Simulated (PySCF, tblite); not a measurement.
# methyl lactate (C4H8O3): geometry, infrared bands and NMR shifts

Wanted: the infrared bands and NMR shifts of methyl lactate (C4H8O3) (`COC(=O)[C@H](C)O`), by calculation.

The runs use tblite 0.8.0 and PySCF 2.14.0, with density-fitted response routines of our own; the level of theory stands in each step. All values are computed, except where a source is named. Atoms count from 0, in the outputs and in this text.

### Step 1. The molecule as given

15 atoms, charge 0, multiplicity 1; geometry from: force field or distance geometry start.

Bonds of the start (Å): C0–O1 1.44, O1–C2 1.35, C2–O3 1.23, C2–C4 1.54, C4–C5 1.53, C4–O6 1.43, C0–H7 1.09, C0–H8 1.09, C0–H9 1.09, C4–H10 1.09, C5–H11 1.10, C5–H12 1.08, C5–H13 1.10, O6–H14 0.98.

### Step 2. Relaxing the molecule with GFN2-xTB

What the job is given:

```
{"job": {"kind": "relax", "xc": "GFN2-xTB", "basis": "xTB"}, "charge": 0, "multiplicity": 1}
C      2.397700    -0.518700    -0.457700
O      1.032700    -0.660800    -0.029400
C      0.383600     0.507700     0.145600
O      0.857400     1.633900    -0.033100
C     -1.058500     0.285700     0.644500
C     -1.830300    -0.671500    -0.259800
O     -1.784900     1.520000     0.680000
H      2.431600    -0.003300    -1.421400
H      2.979400     0.026300     0.291200
H      2.815600    -1.515300    -0.568600
H     -1.005400    -0.098600     1.659200
H     -2.865900    -0.771400     0.083900
H     -1.865500    -0.296000    -1.276900
H     -1.365400    -1.666300    -0.275000
H     -1.126400     2.236500     0.795500
```

Started as:

```bash
> OMP_NUM_THREADS=1 python probes_run.py task.json out
```

The driver reads the jobs from task.json and runs them one after another.

**Question.** This job is followed by: GFN2-xTB harmonic vibrations, gas phase; GIAO PBE0/pcSseg-1 NMR shielding, non-relativistic, gas phase. Predict these results of the whole session: strongest single infrared mode (GFN2-xTB); zero-point energy (GFN2-xTB); ¹³C shifts against TMS (PBE0/pcSseg-1); ¹H shifts against TMS (PBE0/pcSseg-1, means over atoms taken as alike); ¹⁷O shifts against H2O (PBE0/pcSseg-1).

**Answer**, as computed:

| quantity | value |
| --- | --- |
| strongest single infrared mode (GFN2-xTB) | 1766 cm⁻¹, 416 km/mol |
| zero-point energy (GFN2-xTB) | 74.4 kcal/mol |
| ¹³C shifts against TMS (PBE0/pcSseg-1) | 186.6, 70.5, 54.3, 25.7 ppm |
| ¹H shifts against TMS (PBE0/pcSseg-1, means over atoms taken as alike) | 4.33, 4.01, 2.59, 1.32 ppm |
| ¹⁷O shifts against H2O (PBE0/pcSseg-1) | 407.0, 177.5, 41.9 ppm |

In words: Over 75 steps the energy fell by 0.156 eV; of the close pairs, C4–O6 changed most, 1.433 to 1.400 Å. All 39 modes are real, so the xTB geometry is a minimum. The strongest single mode, at 1766 cm⁻¹, moves mainly C2 and O3. GFN2-xTB is a fitted tight-binding method: band positions and strengths are rough. Its intensities can rank the bands wrongly. H10 (hydrogen on an sp3 CH bonded to O, α to a carbonyl) lies farthest downfield among hydrogen, at 4.33 ppm; its carbon carries O, hence the downfield position. At PBE0/pcSseg-1: The largest span, 701 ppm, is at O3, where the paramagnetic term is -474 ppm.
